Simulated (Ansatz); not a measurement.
# CH2SeTe: an energy map over bond length C1–H4 and angle H4–C1–Te3

How does the energy of CH₂SeTe, SMILES C1[Se][Te]1 change over two coordinates at once? A grid of runs gives the map.

Method: RKS r2SCAN-D4/def2-TZVP; program: Ansatz 0.2.0.

### Step 1. The system as given

SMILES `C1[Se][Te]1`, 5 atoms, charge 0, spin multiplicity 1.

Atoms are counted from 1 here; the program's logs count them from 0.

Bond lengths: C1–Se2 1.952 Å, C1–Te3 2.188 Å, C1–H4 1.103 Å, C1–H5 1.103 Å, Se2–Te3 2.581 Å. Angles: Se2–C1–Te3 76.9°, Se2–C1–H4 115.4°, Se2–C1–H5 115.4°, Te3–C1–H4 113.8°, Te3–C1–H5 113.8°, H4–C1–H5 115.8°, C1–Se2–Te3 55.7°, C1–Te3–Se2 47.4°.

Coordinates:

```
C     0.3200   -0.1845    0.1911
Se   -0.5081    1.5825    0.2182
Te   -1.3167   -0.3815   -1.2477
H     1.3221   -0.2308   -0.2669
H     0.1827   -0.7858    1.1052
```

This geometry comes from a loose relaxation at PBE in a small basis, which is not shown.

### Step 3. Setting up the map

The axes are (1) bond length C1–H4: 7 values from 0.888 to 1.625 Å; (2) angle H4–C1–Te3: 7 values from 69 to 159 °.

Nothing else is relaxed (all other coordinates rigid). Energies count from the relaxed molecule at the same level. Points are written as (first, second).

(The set-up runs are not shown.)

### Step 4. Grid point (1.625 Å, 99°)

input.yaml reads:

```yaml
crystal:
  periodic: [false, false, false]
  atoms:
    - { symbol: C, position_ang: [0.3189, -0.192114, 0.187103] }
    - { symbol: Se, position_ang: [-0.506955, 1.562915, 0.211226] }
    - { symbol: Te, position_ang: [-1.294873, -0.370332, -1.225038] }
    - { symbol: H, position_ang: [1.570935, -0.285851, -0.844521] }
    - { symbol: H, position_ang: [0.179483, -0.773985, 1.090131] }
basis:
  gaussian: { orbitals: def2-TZVP }
hamiltonian:
  xc: r2scan
  dispersion: d4
output:
  forces: true
```

Command:

```
$ ansatz run input.yaml --threads 1 --pin off --max-ram 2560MiB --backend cpu --events-out ev --progress --plain --runs-dir out
```

The session goes on with these runs: the other points that were computed.

Q: Predict the outcome of this session. Wanted: lowest point; highest computed point; largest force on an atom; dipole moment.

As calculated:

| quantity | value |
| --- | --- |
| lowest point | (1.134 Å, 114°), 3.9 kJ/mol |
| highest computed point | (1.625 Å, 69°), 288 kJ/mol above the lowest |
| largest force on an atom (eV/Å) | 1.5 at (1.134 Å, 114°) to 13.4 at (0.888 Å, 159°); 1.5 at the lowest point |
| dipole moment (D) | 0.92 at (1.625 Å, 129°) to 1.46 at (1.011 Å, 99°); 1.39 at the lowest point |
| time for the whole task | 7.1 min on 1 thread, shared host |

**Reading.** The lowest computed point is at (1.134 Å, 114°), 3.9 kJ/mol from the relaxed molecule at the same level. The grid is coarse, so the lowest point of the scanned range may lie between grid points; coordinates that were held can hide deeper minima. No other kind of well shows on this grid. The highest computed point, (1.625 Å, 69°), lies 288 kJ/mol above the lowest. Round the minimum the two coordinates are nearly uncoupled.
